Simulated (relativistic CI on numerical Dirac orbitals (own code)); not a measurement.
**Ir XXXI (Ir³⁰⁺): levels and lines**

What are the lowest levels and the strongest lines of Ir³⁰⁺? One CI run answers it; further runs change one setting each.

Program: relativistic CI on numerical Dirac orbitals (own code) version 2. Level of theory: Dirac-Coulomb-Breit CI, KLI orbitals optimised for each configuration, model QED (radiative potential, 1s self-energy scaled to tabulated hydrogen-like ionisation energies). These are calculated values, not measurements, unless marked.

**1. Starting point**

```
ion                       : Ir³⁰⁺ (Ir XXXI)
nuclear charge            : 77
electrons                 : 47
isotope                   : A = 193
first configuration typed : [Kr] 4d10 4f
```

The outer shells:

first configuration typed
```
[Kr] core
4d [↑↓][↑↓][↑↓][↑↓][↑↓]
4f [↑ ][  ][  ][  ][  ][  ][  ]
```

**2. The main run**

Settings, as recorded:

```ini
atom Ir  Z=77  charge=30  electrons=47
nucleus A=193  rms_radius_fm=5.4032
hamiltonian dirac-coulomb  breit=on  qed=on  c_scale=1
orbitals kli  potential=per-configuration
slater_scale 1
correlation none
mixing on
configurations
  [Kr] 4d10 4f
  [Kr] 4d9 4f2
  [Kr] 4d10 5s
  [Kr] 4d10 5p
  [Ar] 3d10 4s2 4p5 4d10 4f2
  [Kr] 4d10 5d
  [Ar] 3d10 4s 4p6 4d10 4f2
  [Kr] 4d9 4f 5s
  [Ar] 3d10 4s2 4p4 4d10 4f3
  [Kr] 4d9 5s2
  [Kr] 4d10 5f
  [Kr] 4d8 4f2 5s
  [Kr] 4d9 4f 5p
  [Kr] 4d9 5s 5p
  [Kr] 4d10 6s
  [Kr] 4d10 5g
end
```

**3. Without the Breit term**

The settings differ from step 2 so:

```diff
@@ -2,3 +2,3 @@
 nucleus A=193  rms_radius_fm=5.4032
-hamiltonian dirac-coulomb  breit=on  qed=on  c_scale=1
+hamiltonian dirac-coulomb  breit=off  qed=on  c_scale=1
 orbitals kli  potential=per-configuration
```

**4. Without configuration mixing**

The settings differ from step 3 so:

```diff
@@ -2,3 +2,3 @@
 nucleus A=193  rms_radius_fm=5.4032
-hamiltonian dirac-coulomb  breit=off  qed=on  c_scale=1
+hamiltonian dirac-coulomb  breit=on  qed=on  c_scale=1
 orbitals kli  potential=per-configuration
@@ -6,3 +6,3 @@
 correlation none
-mixing on
+mixing off
 configurations
```

(Steps that only read results are left out.)

Q: Predict the outcome of this session. Wanted: lowest level; first excitation; lowest level of the other parity; fastest E1 line; ionisation energy.

**Answer**, as computed:

| run | time | mean size of shift, levels followed (cm⁻¹) | lowest level | ionisation energy (eV) |
| --- | --- | --- | --- | --- |
| main run | 1.2 s | 0 | 4f 2F°5/2 | 1062.6 |
| without the Breit term | 1.1 s | 3908 | 4f 2F°5/2 | 1062.7 |
| without configuration mixing | 1.2 s | 11257 | 4f 2F°5/2 | - |

The tabulated theoretical ionisation energy (NIST) is 1080 eV.

| quantity | value |
| --- | --- |
| lowest level | 4f 2F°5/2 |
| first excitation | 4f 2F°7/2, 39007 cm⁻¹ |
| lowest level of the other parity | 5s 2S1/2, 173.86 eV |
| levels in the model | 1871 |
| fastest E1 line (by rate) to the lowest level among the lowest 200 of 1871 levels | 4.358 nm, from 4d9 4f2 2F5/2 (iv) |
| ionisation energy | 1062.6 eV |
| ionisation energy, tabulated theoretical (NIST) | 1080 eV |

In words: 4f 2F°5/2 comes out lowest; its LS label holds 100 % and its jj label 100 %; over the low levels the means are 59 and 80 %, so jj coupling describes them better. The ionisation energy agrees with the tabulated theoretical value within its uncertainty of 50 eV. The largest mover is «without configuration mixing» (11257 cm⁻¹ on average). Lifetimes count radiative decay inside the model alone.
